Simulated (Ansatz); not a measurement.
**CH2OSSi (SMILES O=C1[SiH2]S1): functionals against CCSD(T) at one geometry**

Aim: energy, forces and dipole at a frame of a short trajectory, from CCSD(T) and from density functionals.

Computed with Ansatz 0.2.0, Gaussian basis. Level: single points in def2-TZVPP.

Cores are frozen in the correlated methods.

### Step 1. Starting geometry

SMILES `O=C1[SiH2]S1`, 6 atoms, charge 0, spin multiplicity 1.

Atoms are counted from 1 here; the program's logs count them from 0.

Bond lengths: O1–C2 1.172 Å, C2–Si3 1.864 Å, C2–S4 1.848 Å, Si3–S4 2.188 Å, Si3–H5 1.528 Å, Si3–H6 1.517 Å. Angles: O1–C2–Si3 157.0°, O1–C2–S4 130.5°, Si3–C2–S4 72.2°, C2–Si3–S4 53.6°, C2–Si3–H5 117.2°, C2–Si3–H6 119.8°, S4–Si3–H5 114.6°, S4–Si3–H6 110.6°, H5–Si3–H6 120.9°, C2–S4–Si3 54.2°.

Geometry (Å):

```mol
CH2OSSi
  3D, bonds by distance, orders not assigned

  6  6  0  0  0  0  0  0  0  0999 V2000
   -0.6531   -2.0744    0.5253 O   0  0
   -0.4175   -0.9910    0.1450 C   0  0
    0.5025    0.6261    0.0341 Si  0  0
   -1.4070    0.1489   -0.9217 S   0  0
    1.6939    0.6867   -0.9210 H   0  0
    0.3128    1.6777    1.1103 H   0  0
  1  2  8  0
  2  3  8  0
  2  4  8  0
  3  4  8  0
  3  5  8  0
  3  6  8  0
M  END
```

### Step 2. PBE-D4/def2-TZVPP

Contents of run/in.yaml:

```yaml
crystal:
  periodic: [false, false, false]
  atoms:
    - {symbol: O, position_ang: [-0.653052, -2.074409, 0.525258]}
    - {symbol: C, position_ang: [-0.417506, -0.990978, 0.144990]}
    - {symbol: Si, position_ang: [0.502469, 0.626067, 0.034074]}
    - {symbol: S, position_ang: [-1.406968, 0.148856, -0.921674]}
    - {symbol: H, position_ang: [1.693908, 0.686715, -0.921044]}
    - {symbol: H, position_ang: [0.312757, 1.677661, 1.110279]}
basis:
  gaussian: {orbitals: def2-TZVPP}
hamiltonian: {xc: pbe, dispersion: d4}
output: {forces: true}
```

On the command line:

```
$ ansatz run in.yaml --threads 2 --pin off --events-out ev --progress --plain --max-ram 3481MiB
```

### Step 3. r2SCAN-D4/def2-TZVPP

Edit run/in.yaml of step 2 so:

```diff
@@ -11,3 +11,3 @@
   gaussian: {orbitals: def2-TZVPP}
-hamiltonian: {xc: pbe, dispersion: d4}
+hamiltonian: {xc: r2scan, dispersion: d4}
 output: {forces: true}
```

### Step 4. PBE0-D4/def2-TZVPP

Edit run/in.yaml of step 3 so:

```diff
@@ -11,3 +11,3 @@
   gaussian: {orbitals: def2-TZVPP}
-hamiltonian: {xc: r2scan, dispersion: d4}
-output: {forces: true}
+hamiltonian: {xc: pbe0, dispersion: d4}
+output: {forces: true, orbitals: {seedname: orbitals}}
```

### Step 5. wB97M-V/def2-TZVPP

Edit run/in.yaml of step 4 so:

```diff
@@ -11,3 +11,3 @@
   gaussian: {orbitals: def2-TZVPP}
-hamiltonian: {xc: pbe0, dispersion: d4}
-output: {forces: true, orbitals: {seedname: orbitals}}
+hamiltonian: {xc: {name: wB97M-V}}
+output: {forces: true}
```

### Step 6. CCSD(T)/def2-TZVPP

Edit run/in.yaml of step 5 so:

```diff
@@ -11,3 +11,3 @@
   gaussian: {orbitals: def2-TZVPP}
-hamiltonian: {xc: {name: wB97M-V}}
+correlation: {method: ccsd_t}
 output: {forces: true}
```

(Steps that only read results are left out.)

Q: Predict the outcome of this session. Wanted: energy less free atoms, CCSD(T)/def2-TZVPP; RMS force component; RMS force error; HOMO and LUMO, PBE0-D4; T1 diagnostic.

As calculated:

```
                                  quantity                                                             value
energy less free atoms, CCSD(T)/def2-TZVPP                                                        -21.691 eV
                       RMS force component                              0.519 to 0.717 eV/Å over the methods
                           RMS force error  PBE-D4 0.149, r2SCAN-D4 0.169, PBE0-D4 0.327, wB97M-V 0.284 eV/Å
                    HOMO and LUMO, PBE0-D4                                                -7.07 and -1.64 eV
                             T1 diagnostic                                                             0.020
```

**Reading.** Against CCSD(T) the functionals' energies less atoms differ by -2.007 to -0.974 eV, PBE-D4 by -2.007 eV. A larger basis would deepen the CCSD(T) value, while the functionals are nearly converged already, so the order here is not reliable. On forces the order runs from PBE-D4 to PBE0-D4. Frozen-core CCSD(T) forces in triple zeta carry basis errors of their own, and this is one geometry, so small gaps rank nothing.
